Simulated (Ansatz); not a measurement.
# AlF3H4OSi: basis-set convergence

One table from this session's results is given with a row withheld; the runs are named, their logs left out.

Computed with Ansatz 0.2.0, Gaussian basis. Level: one geometry, several basis sets.

The runs, in order: PBE0-D4/def2-SVP; ωB97M-V/def2-SVP; PBE0-D4/def2-QZVPP; ωB97M-V/def2-QZVPP; the functionals' def2-TZVPP values are taken from earlier runs.

## The relaxed structure

An earlier PBE0-D4 in a triple-zeta def2 set relaxation fixed the geometry.

SMILES `[F][Al-]([F])([F])[OH+][SiH3]`, 10 atoms, charge 0, spin multiplicity 1.

Atoms are counted from 1 here; the program's logs count them from 0.

Bond lengths: F1–Al2 1.649 Å, Al2–F3 1.649 Å, Al2–F4 1.665 Å, Al2–O5 1.897 Å, O5–Si6 1.719 Å, O5–H7 0.961 Å, Si6–H8 1.483 Å, Si6–H9 1.472 Å, Si6–H10 1.472 Å. Angles: F1–Al2–F3 116.2°, F1–Al2–F4 117.5°, F1–Al2–O5 104.2°, F3–Al2–F4 117.6°, F3–Al2–O5 104.0°, F4–Al2–O5 91.6°, Al2–O5–Si6 121.3°, Al2–O5–H7 121.0°, Si6–O5–H7 117.8°, O5–Si6–H8 102.6°, O5–Si6–H9 108.4°, O5–Si6–H10 108.3°, H8–Si6–H9 111.3°, H8–Si6–H10 111.4°, H9–Si6–H10 114.1°.

As a file:

```mol
AlF3H4OSi
  3D, bonds by distance, orders not assigned

 10  9  0  0  0  0  0  0  0  0999 V2000
    1.3671   -2.3471    0.5709 F   0  0
    0.1987   -1.6154   -0.3337 Al  0  0
    0.2089   -1.9556   -1.9471 F   0  0
   -1.2777   -1.3480    0.3881 F   0  0
    0.6346    0.2289   -0.2508 O   0  0
   -0.4546    1.3733    0.4271 Si  0  0
    1.4681    0.5561   -0.5989 H   0  0
    0.2862    2.6495    0.2813 H   0  0
   -1.6872    1.3750   -0.3776 H   0  0
   -0.6611    1.0320    1.8439 H   0  0
  1  2  8  0
  2  3  8  0
  2  4  8  0
  2  5  8  0
  5  6  8  0
  5  7  8  0
  6  8  8  0
  6  9  8  0
  6 10  8  0
M  END
```

Set-up of the first run:

in.yaml

```yaml
crystal:
  periodic: [false, false, false]
  atoms:
    - {symbol: F, position_ang: [1.367100, -2.347063, 0.570881]}
    - {symbol: Al, position_ang: [0.198749, -1.615419, -0.333685]}
    - {symbol: F, position_ang: [0.208922, -1.955603, -1.947143]}
    - {symbol: F, position_ang: [-1.277676, -1.348047, 0.388084]}
    - {symbol: O, position_ang: [0.634614, 0.228886, -0.250796]}
    - {symbol: Si, position_ang: [-0.454632, 1.373331, 0.427094]}
    - {symbol: H, position_ang: [1.468148, 0.556075, -0.598865]}
    - {symbol: H, position_ang: [0.286182, 2.649466, 0.281310]}
    - {symbol: H, position_ang: [-1.687233, 1.375036, -0.377624]}
    - {symbol: H, position_ang: [-0.661074, 1.032039, 1.843945]}
basis:
  gaussian: {orbitals: def2-SVP}
hamiltonian: {xc: pbe0, dispersion: d4}
output: {orbitals: {seedname: orbitals}}
```

Launch:

```
$ ansatz run in.yaml --threads 4 --pin off --events-out ev --progress --plain --max-ram 10444MiB
```

Among the steps run: PBE0-D4 in def2-SVP; ωB97M-V in def2-SVP; PBE0-D4 in def2-QZVPP; ωB97M-V in def2-QZVPP.

One table of the session follows, with a row left open; its other results are not shown here.

It belongs to the step «Density functionals: the series». 

| functional | basis | HOMO (eV) |
| --- | --- | --- |
| PBE0-D4 | def2-SVP | -10.15 |
| PBE0-D4 | def2-TZVPP | -10.37 |
| PBE0-D4 | def2-QZVPP | -10.40 |
| ωB97M-V | def2-SVP | -12.56 |
| ωB97M-V | def2-TZVPP | ? |
| ωB97M-V | def2-QZVPP | -12.73 |

Estimate the missing values for ωB97M-V, def2-TZVPP.

As computed: HOMO (eV): -12.71. In the column «HOMO (eV)» it lies between ωB97M-V, def2-QZVPP (-12.73) and ωB97M-V, def2-SVP (-12.56).
